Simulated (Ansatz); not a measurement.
**CsSrF3 (Pm-3m): comparison of functionals at one structure from a Python script**

How far apart do the functionals lie for CsSrF3 (Pm-3m) at one structure? The task is a comparison of functionals at one structure, for CsSrF3 (Pm-3m).

Computed with Ansatz 0.2.0, driven from Python. The levels of theory stand in the script.

## Step 1: Starting point

It takes space group Pm-3m (No. 221, cubic). Conventional cell: a = 4.763 Å, b = 4.763 Å, c = 4.763 Å, α = 90.00°, β = 90.00°, γ = 90.00°. Cs (site symmetry m-3m) is surrounded by 12 F at 3.37 Å. Sr (site symmetry m-3m) has 6 F at 2.38 Å as nearest neighbours. F (site symmetry 4/mmm) has 2 Sr at 2.38 Å and 4 Cs at 3.37 Å as nearest neighbours.

No structure file is read: the coordinates are typed or built in the script.

## Step 2: The code

cssrf3.py

```python
# -*- coding: utf-8 -*-
"""One structure of CsSrF3 under several functionals."""

import csv

import ansatz as az

K_SPACING = 0.36


def main():
    cssrf3 = (
        az.Lattice.of((4.763247, 0.0, 0.0), (0.0, 4.763247, 0.0), (0.0, 0.0, 4.763247))
        .atom("Cs", (0.0, 0.0, 0.0))
        .atom("Sr", (0.5, 0.5, 0.5))
        .atom("F", (0.0, 0.5, 0.5))
        .atom("F", (0.5, 0.0, 0.5))
        .atom("F", (0.5, 0.5, 0.0))
    )

    calculation = (
        cssrf3.calculation()
        .kpoints(spacing=K_SPACING)
        .occupations(az.OccupationsMethod.FIXED)
        .forces()
        .stress()
    )

    rows = []
    for value in ["blyp", "lda", "pbesol"]:
        rep = calculation.functional(value).run(threads=1).report
        rows.append((value, rep["free_energy_ev"] / len(rep["lattice"]["sites"]), rep["n_iterations"], sum(rep["stress_gpa"][i][i] for i in range(3)) / 3, max(abs(f) for row in rep["forces_ev_ang"] for f in row), rep["n_kpoints"]))

    with open("xc.csv", "w", newline="") as handle:
        writer = csv.writer(handle)
        writer.writerow(["functional", "F/atom (eV)", "iterations", "P (GPa)", "max component (eV/A)", "k-points"])
        writer.writerows([round(v, 5) if isinstance(v, float) else v for v in row] for row in rows)
    print(open("xc.csv").read())


if __name__ == "__main__":
    main()
```

## Step 3: The input behind the calls

The engine receives this input (first run):

```yaml
crystal:
  lattice:
    - [4.763247, 0.0, 0.0]
    - [0.0, 4.763247, 0.0]
    - [0.0, 0.0, 4.763247]
  atoms:
    - { symbol: Cs, position: [0.0, 0.0, 0.0] }
    - { symbol: Sr, position: [0.5, 0.5, 0.5] }
    - { symbol: F, position: [0.0, 0.5, 0.5] }
    - { symbol: F, position: [0.5, 0.0, 0.5] }
    - { symbol: F, position: [0.5, 0.5, 0.0] }
kpoints:
  mp_grid:
    kspacing: 0.36
hamiltonian:
  xc: blyp
scf:
  occupations:
    method: fixed
output:
  forces: true
  stress: true
```

## Step 4: Running it

On the command line:

```sh
$ python cssrf3.py
```

Output:

```text
DeckWarning: basis.ecutwfc = 420 eV, auto-derived from the records' recommended cutoffs: set by Cs (normal level)
functional,F/atom (eV),iterations,P (GPa),max component (eV/A),k-points
blyp,-2337.53664,7,2.99368,0.0,10
lda,-2267.85559,6,-3.25044,0.0,10
pbesol,-2297.60484,6,-0.69724,0.0,10
```

(Warnings from the package without file and line.)

Wall time 5.3 s (1 thread of Arm Neoverse V1, shared host); peak memory 0.4 GiB.

## Step 5: Inputs of later runs

The engine's inputs for the other runs:

Run 2, against run 1:

```diff
@@ -16 +16 @@
-  xc: blyp
+  xc: lda
```

Run 3, against run 1:

```diff
@@ -16 +16 @@
-  xc: blyp
+  xc: pbesol
```

Lines on the test bed's own set-up are left out of the output.

A comment line of the script is reworded here; the code is as run.

## Step 6: Run by run

The 3 runs, in the order started:

```
run  functional  energy (eV/atom)  pressure (GPa)  gap on the mesh (eV)  SCF cycles  CPU time (s)
  1        blyp        -2337.5366            2.99                  6.50           7           1.6
  2         lda        -2267.8556           -3.25                  6.06           6           1.3
  3      pbesol        -2297.6048           -0.70                  6.24           6           1.5
```

Totals hang on method, basis and potentials, so only like runs compare.

## Step 7: Results

| quantity | value |
| --- | --- |
| runs compared | 3 |
| pressure at this cell | -3.3 (lda) to 3.0 GPa (blyp) |
| gap on the mesh | 6.06 (lda) to 6.50 eV (blyp) |

What this shows: From lowest to highest: LDA (-3.3 GPa), PBEsol (-0.7 GPa) and BLYP (3.0 GPa). At a fixed cell a lower pressure usually means a smaller equilibrium volume, so LDA prefers the smallest cell and BLYP the largest. Gaps by band count in the reports: BLYP 6.50 eV, LDA 6.06 eV and PBEsol 6.24 eV. Caveats:
- Forces vanish by symmetry here and test nothing.
- Pressure is positive in compression.
- This cell is a computed structure, which may not be the phase found in nature.
- Total energies of different functionals can't be compared; pressures, moments and gaps at this one structure can.
